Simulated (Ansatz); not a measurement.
# MoClO+ (singlet): wave-function methods side by side, def2-SVP

One table from this session's results is given with a row withheld; the runs are named, their logs left out.

Computed with Ansatz 0.2.0, Gaussian basis. Level: def2-SVP, core rule «outside noble gas», up to 10 orbitals frozen.

The runs, in order: UHF; CCSD(T) on RHF; CCSD(T) on UHF; CISD; CCSDT(Q) on RHF; CCSDT(Q) on UHF.

7 further runs of the same task are left out: 2 for a known fault of the program, 5 set aside as unsound or not needed.

### The geometry

The geometry is a PBE0/def2-TZVP stationary point (not a proven minimum) of the parent state, kept for this charge and spin. No spin-orbit coupling is included. Elements past krypton take def2 core potentials.

3 atoms, charge 1, spin multiplicity 1.

Atoms are counted from 1 here; the program's logs count them from 0.

Bond lengths: Mo1–O2 1.666 Å, Mo1–Cl3 2.338 Å. Angles: O2–Mo1–Cl3 180.0°.

As a file:

```xyz
3

Mo    0.0000    0.0000   -0.2239
O     0.0000    0.0000   -1.8901
Cl    0.0000    0.0000    2.1141
```

The first run:

Contents of in.yaml:

```yaml
crystal:
  periodic: [false, false, false]
  atoms:
    - {symbol: Mo, position_ang: [0.000000, 0.000000, -0.223933]}
    - {symbol: O, position_ang: [0.000000, 0.000000, -1.890133]}
    - {symbol: Cl, position_ang: [0.000000, 0.000000, 2.114067]}
basis:
  gaussian: {orbitals: def2-SVP}
total_charge: 1
magnetization: {spin_polarized: true, initial_magnetization: 0}
hamiltonian: {xc: hf}
output: {orbitals: {seedname: orbitals}}
```

Launch:

```sh
> ansatz run in.yaml --threads 1 --pin off --events-out ev --progress --plain --max-ram 4096MiB --backend cpu
```

Among the steps run: UHF; CCSD(T) on RHF; CCSD(T) on UHF; CISD; CCSDT(Q) on RHF; CCSDT(Q) on UHF.

One table of the session follows, with a row left open; its other results are not shown here.

| method | from RCCSDT(Q) (kJ/mol) |
| --- | --- |
| RHF | +1350.5 |
| UHF | +1264.9 |
| RMP2 | +19.4 |
| UMP2 | -28.6 |
| RCCSD | ? |
| UCCSD | +7.5 |
| RCCSD(T) | +10.9 |
| UCCSD(T) | -77.6 |
| RCCSDT | +8.6 |
| UCCSDT | -87.3 |
| RCCSDT(Q) | 0 |
| UCCSDT(Q) | -95.2 |

Estimate the missing values for RCCSD.

**Answer.** from RCCSDT(Q) (kJ/mol): +92.0. In the column «from RCCSDT(Q) (kJ/mol)» it lies between RMP2 (+19.4) and UHF (+1264.9).

Not comparable, so not listed: CISD (they don't share determinant, frozen orbitals or solution with the rows shown, or repeat one).

Caveats from the session: The determinant is far from a pure spin state, so its energy mixes those of several spin states (harmless only where they are near-degenerate, as at dissociation). The program flags UCCSD(T), UCCSDT(Q) as in doubt, so those rows may rest on another solution; read them beside their warnings. Warnings: restricted reference is unstable; spin contamination; large T1 diagnostic. Restricted and unrestricted rows rest on different reference determinants; where their highest levels disagree by more than a few hundredths of an eV, they describe different states and don't form one ladder.
